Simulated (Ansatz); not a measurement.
# Ca2Lu: the cost of one run

Method: reference: DFT r2SCAN, plane waves, PAW, scalar-relativistic, no spin polarisation, in Ansatz 0.2.0.

## (1) The structure to begin with

It takes space group P6/mmm (No. 191, hexagonal). The conventional cell has a = 4.894 Å, b = 4.894 Å, c = 7.035 Å, α = 90.00°, β = 90.00°, γ = 120.00°. Ca (site symmetry -6m2) is surrounded by 3 Ca at 2.83 Å.

Structure file:

```cif
data_structure
_symmetry_space_group_name_H-M 'P6/mmm'
_symmetry_Int_Tables_number 191
_cell_length_a 4.8941
_cell_length_b 4.8941
_cell_length_c 7.0354
_cell_angle_alpha 90.000
_cell_angle_beta 90.000
_cell_angle_gamma 120.000
_cell_volume 145.94
loop_
_atom_site_label
_atom_site_type_symbol
_atom_site_symmetry_multiplicity
_atom_site_Wyckoff_symbol
_atom_site_fract_x
_atom_site_fract_y
_atom_site_fract_z
_atom_site_occupancy
Lu1 Lu 1 a 0.00000 0.00000 0.00000 1
Ca1 Ca 2 d 0.33333 0.66667 0.50000 1
```

## (2) The reference run

The input, input.yaml:

```yaml
crystal:
  lattice:
    - [2.447074, 4.238454, 0.0]
    - [-2.447074, 4.238454, 0.0]
    - [0.0, 0.0, 7.035403]
  atoms:
    - { symbol: Lu, position: [0.0, 0.0, 0.0] }
    - { symbol: Ca, position: [0.3333, 0.3334, 0.5] }
    - { symbol: Ca, position: [0.6666, 0.6667, 0.5] }
  symmetry: { tolerance: 0.0003 }
kpoints:
  mp_grid: { grid: [4, 4, 3], shift: [0, 0, 0] }
magnetization:
  spin_polarized: false
scf:
  occupations: { method: fermi_dirac }
hamiltonian:
  pseudopotentials: { kind: paw }
  xc: r2scan
basis:
  ecutwfc: 500
output:
  forces: true
  stress: true
  eigenvalues: true
```

Launch:

```bash
> ansatz run input.yaml --threads 1 --pin off --max-ram 2560MiB --backend cpu --events-out ev --progress --plain --runs-dir out
```

**Question.** How long does this run take on 1 thread of Arm Neoverse V1, shared host, and how much memory does it need?

About 7.6 s, with a peak of 0.65 GiB.
